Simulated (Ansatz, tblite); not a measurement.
**TcO3H (TcHO3): one state, many levels**

Aim: run the singlet of TcO3H (TcHO3) at one geometry on many levels, and compare frontier levels, spin and run time.

Program: Ansatz 0.2.0, Gaussian basis. Level of theory: as each input shows. These are calculated values, not measurements.

Levels to be run: GFN1-xTB, GFN2-xTB, PBE-D4/def2-TZVP, r2SCAN-D4/def2-TZVP, B2PLYP/def2-TZVP, HSE06-D4/def2-TZVP, HF/def2-TZVP, B97M-V/def2-TZVP, revPBE-D4/def2-TZVP, PBE-QIDH/def2-TZVP, CAM-B3LYP-D4/def2-TZVP, LC-ωPBE(0.10)/def2-TZVP, LC-ωPBE(0.15)/def2-TZVP, LC-ωPBE(0.20)/def2-TZVP, LC-ωPBE(0.30)/def2-TZVP, PBE-D4/def2-SVP, PBE0-D4/def2-SVP, PBE0-D4/def2-TZVPD, PBE-D4/def2-TZVPD, r2SCAN-D4/def2-TZVPD, CCSD(T)/def2-TZVPP, MP2/def2-TZVP, RPA/def2-TZVP.

2 further runs of the same task are left out: 1 that didn't finish, 1 set aside as unsound or not needed. Runs told in other sessions of the task aren't counted.

**1. The relaxed structure**

The singlet was relaxed beforehand with PBE-D4/def2-TZVP.

5 atoms, charge 0, spin multiplicity 1.

Bond lengths: Tc1–O2 1.688 Å, Tc1–O3 1.688 Å, Tc1–O4 1.688 Å, Tc1–H5 1.667 Å. Angles: O2–Tc1–O3 113.2°, O2–Tc1–O4 113.2°, O2–Tc1–H5 105.4°, O3–Tc1–O4 113.2°, O3–Tc1–H5 105.4°, O4–Tc1–H5 105.4°.

Formally the metal is d0. Tc takes a core potential in the def2 sets. No spin-orbit coupling is included.

PBE0-D4/def2-TZVP was run before; its log isn't repeated, and its numbers join the tables.

**2. GFN1-xTB**

Tight binding, by tblite at 300 K electronic temperature and without a spin-polarisation term:

```python
tblite.interface.Calculator('GFN1-xTB', numbers, positions, charge=0, uhf=0).singlepoint()
```

Energy -460.0284 eV, HOMO -16.28 eV, LUMO -13.24 eV; 0.004 s.

**3. GFN2-xTB**

Tight binding, by tblite at 300 K electronic temperature and without a spin-polarisation term:

```python
tblite.interface.Calculator('GFN2-xTB', numbers, positions, charge=0, uhf=0).singlepoint()
```

Energy -419.5031 eV, HOMO -13.96 eV, LUMO -10.90 eV; 0.003 s.

**4. PBE-D4/def2-TZVP**

start.molden holds the orbitals of an earlier run on this state, given as this run's starting guess.

in.yaml

```yaml
crystal:
  periodic: [false, false, false]
  atoms:
    - {symbol: Tc, position_ang: [0.030058, 0.052310, 0.021759]}
    - {symbol: O, position_ang: [-0.020454, -0.069050, 1.705091]}
    - {symbol: O, position_ang: [1.595325, -0.036296, -0.605114]}
    - {symbol: O, position_ang: [-0.853937, 1.359897, -0.577949]}
    - {symbol: H, position_ang: [-0.751002, -1.306860, -0.543797]}
basis:
  gaussian: {orbitals: def2-TZVP, initial_orbitals: start.molden}
hamiltonian: {xc: pbe, dispersion: d4}
scf: {omitted_lower_state_checks: [starts]}
output: {orbitals: {seedname: orbitals}}
```

The run is started by

```sh
$ ansatz run in.yaml --threads 4 --pin off --events-out ev --progress --plain --max-ram 3916MiB
```

After this run come: r2SCAN-D4/def2-TZVP; B2PLYP/def2-TZVP; HSE06-D4/def2-TZVP; HF/def2-TZVP; B97M-V/def2-TZVP; revPBE-D4/def2-TZVP; PBE-QIDH/def2-TZVP; CAM-B3LYP-D4/def2-TZVP; LC-ωPBE(0.10)/def2-TZVP; LC-ωPBE(0.15)/def2-TZVP; LC-ωPBE(0.20)/def2-TZVP; LC-ωPBE(0.30)/def2-TZVP; PBE-D4/def2-SVP; PBE0-D4/def2-SVP; PBE0-D4/def2-TZVPD; PBE-D4/def2-TZVPD; r2SCAN-D4/def2-TZVPD; CCSD(T)/def2-TZVPP; MP2/def2-TZVP; RPA/def2-TZVP.

Q: Predict the results of all the runs planned. Wanted: gap in def2-TZVP, named functionals and Hartree-Fock, smallest and largest; gap over the ω; correlation energy, CCSD(T)/def2-TZVPP; correlation energy, MP2/def2-TZVP; binding an atom, functionals in def2-TZVP; PBE0 total energy, smallest basis above largest.

**Answer**, as computed:

```
                                                                  quantity                                    value
gap in def2-TZVP, named functionals and Hartree-Fock, smallest and largest          3.54 eV (PBE-D4), 13.10 eV (HF)
                                                   gap over the ω (1/bohr)           6.43 eV at 0.1, 9.97 eV at 0.3
                                    correlation energy, CCSD(T)/def2-TZVPP                                -39.70 eV
                                         correlation energy, MP2/def2-TZVP                                -38.80 eV
                                 binding an atom, functionals in def2-TZVP  3.93 (CAM-B3LYP-D4) to 4.60 eV (PBE-D4)
                           PBE0 total energy, smallest basis above largest           8.34 eV (def2-SVP, def2-TZVPD)
```

In words: Over the named functionals and Hartree-Fock in def2-TZVP the gap runs from 3.54 eV (PBE-D4) to 13.10 eV (HF); exact exchange widens it. Raising the ω (1/bohr) from 0.1 to 0.3 moves the HOMO by -2.14 eV and the LUMO by +1.40 eV. Notes on CCSD(T)/def2-TZVPP and its Hartree-Fock reference, which MP2 shares: restricted state is unstable towards broken spin symmetry.
